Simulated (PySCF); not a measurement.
# C₃H₅BO₂: geometry, NMR shifts, spin-spin couplings, electronic excitations and core binding energies

Aim: predict the NMR shifts, spin-spin couplings, electronic excitations and core binding energies of C₃H₅BO₂ (`C#CCB(O)O`).

Computed with PySCF 2.14.0, with density-fitted response routines of our own, on a single molecule in the gas phase. Atoms are numbered from 0 throughout.

### Step 1. The starting structure

11 atoms, charge 0, multiplicity 1; geometry from: GFN2-xTB.

Bonds of the start (Å): C0–C1 1.20, C1–C2 1.45, C2–B3 1.61, B3–O4 1.36, B3–O5 1.35, C0–H6 1.05, C2–H7 1.09, C2–H8 1.09, O4–H9 0.96, O5–H10 0.96.

### Step 2. Optimising the geometry at PBE0-D3(BJ)/def2-SVP

The job: settings as JSON, then the geometry in Å.

```
{"job": {"xc": "PBE0", "basis": "def2-SVP", "d3": "d3bj", "grid": 1, "kind": "geom"}, "charge": 0, "multiplicity": 1}
C      2.332917    -0.365459     0.672237
C      1.349693    -0.498392     0.000949
C      0.109975    -0.586528    -0.737244
B     -1.054224     0.322663    -0.094115
O     -0.869030     1.085009     1.012969
O     -2.262820     0.319744    -0.689739
H      3.225307    -0.289816     1.218202
H     -0.211821    -1.629950    -0.770213
H      0.288282    -0.282745    -1.771384
H      0.009602     1.049974     1.393384
H     -2.912456     0.878170    -0.261009
```

**Question.** This job is followed by: GIAO PBE0/pcSseg-1 NMR shielding, non-relativistic, gas phase; B3LYP/pcJ-1 indirect spin-spin coupling, non-relativistic, gas phase; TDDFT CAM-B3LYP/def2-SVPD, vertical, gas phase, core orbitals frozen in the response; GIAO wB97X-D/pcSseg-2 NMR shielding, non-relativistic, gas phase; delta-SCF UKS SCAN, pcX-2 on the ionised atom, pcseg-1 elsewhere, spin-free X2C. Predict these results of the whole session: point group; rotational constants (main isotopes); 13C shifts against TMS (PBE0/pcSseg-1); 1H shifts against TMS (PBE0/pcSseg-1, means over atoms taken as alike); 11B shifts against BF3·OEt2 (PBE0/pcSseg-1); 17O shifts against H2O (PBE0/pcSseg-1, means over atoms taken as alike); largest coupling of the table (B3LYP/pcJ-1); lowest singlet (CAM-B3LYP/def2-SVPD); brightest single state of those computed; lowest triplet; vertical ionisation energy (ΔSCF); C1s binding energies, SCAN/pcX-2 (standing for 2 of 3 atoms); B1s binding energies, SCAN/pcX-2; O1s binding energies, SCAN/pcX-2; range of the shift of O4.

As calculated:

| quantity | value |
| --- | --- |
| point group | C1 |
| rotational constants (main isotopes) | 8.59, 2.21, 1.78 GHz |
| 13C shifts against TMS (PBE0/pcSseg-1) | 87.3, 74.3, 5.5 ppm |
| 1H shifts against TMS (PBE0/pcSseg-1, means over atoms taken as alike) | 4.71, 1.85, 1.74 ppm |
| 11B shifts against BF3·OEt2 (PBE0/pcSseg-1) | 29.3 ppm |
| 17O shifts against H2O (PBE0/pcSseg-1, means over atoms taken as alike) | 123.5 ppm |
| largest coupling of the table (B3LYP/pcJ-1) | 1J(C,H) C0–H6, 271.9 Hz |
| lowest singlet (CAM-B3LYP/def2-SVPD) | 6.55 eV (189 nm), f = 0.000 |
| brightest single state of those computed | state 10, 8.57 eV, f = 0.087 |
| lowest triplet | 5.40 eV |
| vertical ionisation energy (ΔSCF) | 10.29 eV |
| C1s binding energies, SCAN/pcX-2 (standing for 2 of 3 atoms) | C2 291.22, C0 290.35 eV |
| B1s binding energies, SCAN/pcX-2 | B3 197.48 eV |
| O1s binding energies, SCAN/pcX-2 | O4 539.10 eV |
| range of the shift of O4 | 113.6 to 123.5 ppm |

**Reading.** Over 5 steps the energy fell by 0.057 eV; of the close pairs, C0–H6 changed most, 1.049 to 1.074 Å. At PBE0/pcSseg-1: The widest tensor belongs to C1: span 300 ppm, with a paramagnetic part of -168 ppm. Of the pairs tabulated at B3LYP/pcJ-1, C0–H6 couples most strongly (271.9 Hz; Fermi contact 272.4 Hz). Couplings across rotatable bonds belong to this one conformer; where others are populated, the observed values are averages. The first singlet state (HOMO→LUMO+3 0.51, HOMO−1→LUMO+2 0.21) lies at 6.55 eV and is dark; of the 10 states computed, the strongest absorption comes from state 10 at 8.57 eV (the last computed, so partners may be missing). The lowest triplet lies 1.15 eV below the lowest singlet (triplets in Tamm-Dancoff, singlets in full TDDFT). The orbital energy would give 9.26 eV for ionisation, ΔSCF gives 10.29 eV. C2 (propargylic sp3 CH2 bonded to B) binds its C1s electron 0.87 eV more tightly than C0 (terminal alkyne carbon). Only 2 of the 3 C atoms are covered by sound results. Across the 2 runs the shift of O4 (with its like atoms) moves most, between 113.6 (wB97X-D/pcSseg-2) and 123.5 ppm (PBE0/pcSseg-1). Most of that comes from the computed reference, not from the atom's own shielding.
